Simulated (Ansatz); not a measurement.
# Sr2Cu2NiSe2O2: the cost of one run

Program: Ansatz 0.2.0. Level of theory: DFT PBE+U, scalar-relativistic, plane waves, PAW. These are calculated values, not measurements.

### 1 The system as given

Symmetry: I4/mmm, No. 139, tetragonal system. The conventional cell has a = 4.094 Å, b = 4.094 Å, c = 18.302 Å, α = 90.00°, β = 90.00°, γ = 90.00°. Around Sr (site symmetry 4mm) lie 4 O at 2.60 Å. Ni (site symmetry 4/mmm) has 4 O at 2.05 Å as nearest neighbours. Around Cu (site symmetry -4m2) lie 4 Se at 2.53 Å and 4 Cu at 2.90 Å. Se (site symmetry 4mm) is surrounded by 4 Cu at 2.53 Å. O (site symmetry mmm) is surrounded by 2 Ni at 2.05 Å and 4 Sr at 2.60 Å.

As a file:

```
Sr Ni Cu Se O
1.0
     2.04719   -2.04719   -9.15090
     2.04719   -2.04719    9.15090
    -4.09437   -4.09437    0.00000
Sr Ni Cu Se O
4 2 4 4 4
Direct
  0.58764 0.41236 0.00000
  0.41236 0.58764 0.00000
  0.08764 0.91236 0.50000
  0.91236 0.08764 0.50000
  0.00000 0.00000 0.00000
  0.50000 0.50000 0.50000
  0.50000 0.00000 0.75000
  0.00000 0.50000 0.75000
  0.00000 0.50000 0.25000
  0.50000 0.00000 0.25000
  0.83108 0.16892 0.00000
  0.16892 0.83108 0.00000
  0.33108 0.66892 0.50000
  0.66892 0.33108 0.50000
  0.75000 0.75000 0.75000
  0.25000 0.25000 0.75000
  0.25000 0.25000 0.25000
  0.75000 0.75000 0.25000
```

### 2 Coarse mesh, to find the state of the open shells

input.yaml reads:

```yaml
crystal:
  lattice:
    - [2.047186455, -2.047186455, -9.1509004261]
    - [2.047186455, -2.047186455, 9.1509004261]
    - [-4.09437291, -4.09437291, 0.0]
  atoms:
    - { symbol: Sr, position: [-0.4123649031, 0.4123649031, 0.0] }
    - { symbol: Sr, position: [-0.5876350969, 0.5876350969, 0.0] }
    - { symbol: Ni, position: [0.0, 0.0, 0.0], spin: 2.0 }
    - { symbol: Cu, position: [-0.5, 0.0, -0.25] }
    - { symbol: Cu, position: [0.0, 0.5, -0.25] }
    - { symbol: Se, position: [-0.1689192985, 0.1689192985, 0.0] }
    - { symbol: Se, position: [-0.8310807015, 0.8310807015, 0.0] }
    - { symbol: O, position: [-0.25, -0.25, -0.25] }
    - { symbol: O, position: [0.25, 0.25, -0.25] }
    - { symbol: Sr, position: [0.0876350969, 0.9123649031, 0.5] }
    - { symbol: Sr, position: [-0.0876350969, 1.0876350969, 0.5] }
    - { symbol: Ni, position: [0.5, 0.5, 0.5], spin: 2.0 }
    - { symbol: Cu, position: [0.0, 0.5, 0.25] }
    - { symbol: Cu, position: [0.5, 1.0, 0.25] }
    - { symbol: Se, position: [0.3310807015, 0.6689192985, 0.5] }
    - { symbol: Se, position: [-0.3310807015, 1.3310807015, 0.5] }
    - { symbol: O, position: [0.25, 0.25, 0.25] }
    - { symbol: O, position: [0.75, 0.75, 0.25] }
basis:
  ecutwfc: 420
  ecutrho_ratio: 4
kpoints:
  mp_grid: { grid: [3, 3, 3] }
hamiltonian:
  xc: pbe
  hubbard: { sites: [{ species: Ni, l: d, u_eff: 6.2 }] }
scf:
  occupations: { method: gaussian, width: 0.05 }
output:
  forces: true
  stress: true
  eigenvalues: true
  populations: true
  hubbard: { sites: [{ species: Ni, l: d }] }
magnetization:
  spin_polarized: true
```

On the command line:

```bash
> ansatz run input.yaml --threads 4 --pin off --max-ram 10240MiB --backend cpu --events-out ev --progress --plain --runs-dir out
```

Q: Estimate wall time and peak memory on 4 threads of Intel Xeon Platinum 8375C at 2.90GHz (Ice Lake), shared host.

About 3.2 min, with a peak of 3.1 GiB.
